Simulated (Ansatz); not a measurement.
# C₃H₁₄Si₃Zn: how energies converge with the basis set

Aim: see how fast density functionals converge with the basis set for C₃H₁₄Si₃Zn.

The runs use Ansatz 0.2.0, Gaussian basis; one geometry, several basis sets.

Levels to be run: PBE0-D4/def2-SVP; ωB97M-V/def2-SVP; PBE0-D4/def2-QZVPP; ωB97M-V/def2-QZVPP; the functionals' def2-TZVPP values are taken from earlier runs.

## 1. Structure used throughout

All runs share one geometry, relaxed beforehand with PBE0-D4 in a triple-zeta def2 set.

SMILES `[CH3][Zn][Si@@H]([SiH3])[C@H](C)[SiH3]`, 21 atoms, charge 0, spin multiplicity 1.

Atoms are counted from 1 here; the program's logs count them from 0.

Bond lengths: C1–Zn2 1.952 Å, C1–H8 1.093 Å, C1–H9 1.093 Å, C1–H10 1.093 Å, Zn2–Si3 2.382 Å, Si3–Si4 2.343 Å, Si3–C5 1.903 Å, Si3–H11 1.499 Å, Si4–H12 1.489 Å, Si4–H13 1.490 Å, Si4–H14 1.491 Å, C5–C6 1.533 Å, C5–Si7 1.871 Å, C5–H15 1.097 Å, C6–H16 1.095 Å, C6–H17 1.094 Å, C6–H18 1.094 Å, Si7–H19 1.490 Å and more. Angles: Zn2–C1–H8 110.9°, Zn2–C1–H9 110.7°, Zn2–C1–H10 111.1°, H8–C1–H9 107.9°, H8–C1–H10 108.0°, H9–C1–H10 108.0°, C1–Zn2–Si3 179.4°, Zn2–Si3–Si4 110.6°, Zn2–Si3–C5 111.2°, Zn2–Si3–H11 111.3°, Si4–Si3–C5 110.6°, Si4–Si3–H11 105.5°, C5–Si3–H11 107.4°, Si3–Si4–H12 111.6°, Si3–Si4–H13 109.5°, Si3–Si4–H14 112.2°, H12–Si4–H13 107.6°, H12–Si4–H14 107.6° and more.

## 2. PBE0-D4 in def2-SVP

Input file in.yaml:

```yaml
crystal:
  periodic: [false, false, false]
  atoms:
    - {symbol: C, position_ang: [-3.590637, 0.511150, 1.227395]}
    - {symbol: Zn, position_ang: [-1.675782, 0.150525, 1.107698]}
    - {symbol: Si, position_ang: [0.656238, -0.308885, 0.943994]}
    - {symbol: Si, position_ang: [1.039401, -2.618798, 0.862353]}
    - {symbol: C, position_ang: [1.421020, 0.550908, -0.571854]}
    - {symbol: C, position_ang: [1.377663, 2.076109, -0.426751]}
    - {symbol: Si, position_ang: [0.547092, -0.008061, -2.129406]}
    - {symbol: H, position_ang: [-4.152223, -0.412717, 1.389684]}
    - {symbol: H, position_ang: [-3.956238, 0.969760, 0.304796]}
    - {symbol: H, position_ang: [-3.812406, 1.190974, 2.054181]}
    - {symbol: H, position_ang: [1.394140, 0.177280, 2.155006]}
    - {symbol: H, position_ang: [0.149922, -3.288229, -0.127197]}
    - {symbol: H, position_ang: [0.757051, -3.217342, 2.197711]}
    - {symbol: H, position_ang: [2.448099, -2.944085, 0.496733]}
    - {symbol: H, position_ang: [2.462544, 0.212578, -0.641932]}
    - {symbol: H, position_ang: [0.346742, 2.443128, -0.380913]}
    - {symbol: H, position_ang: [1.877769, 2.407291, 0.487794]}
    - {symbol: H, position_ang: [1.862070, 2.578015, -1.269840]}
    - {symbol: H, position_ang: [1.065018, 0.704271, -3.330853]}
    - {symbol: H, position_ang: [-0.910191, 0.299707, -2.007572]}
    - {symbol: H, position_ang: [0.692716, -1.473579, -2.341016]}
basis:
  gaussian: {orbitals: def2-SVP}
hamiltonian: {xc: pbe0, dispersion: d4}
output: {orbitals: {seedname: orbitals}}
```

On the command line:

```console
> ansatz run in.yaml --threads 5 --pin off --events-out ev --progress --plain --max-ram 66560MiB --backend cpu
```

Further steps of the session: ωB97M-V in def2-SVP; PBE0-D4 in def2-QZVPP; ωB97M-V in def2-QZVPP.

**Question.** What will the summary of the whole plan be? Wanted: PBE0-D4: double and triple zeta above quadruple; ωB97M-V: double and triple zeta above quadruple.

As calculated:

| quantity | value |
| --- | --- |
| PBE0-D4: double and triple zeta above quadruple | 20.91, 2.15 eV |
| ωB97M-V: double and triple zeta above quadruple | 21.13, 2.07 eV |

PBE0-D4 gains 18.75 eV from double to triple zeta, then 2.15 eV more. These are total energies; as a rule much of such shifts cancels in differences, which this series doesn't test. The LUMO of ωB97M-V is positive and keeps falling with the basis (1.30 to 0.34 eV): an unbound level that the basis holds in place.
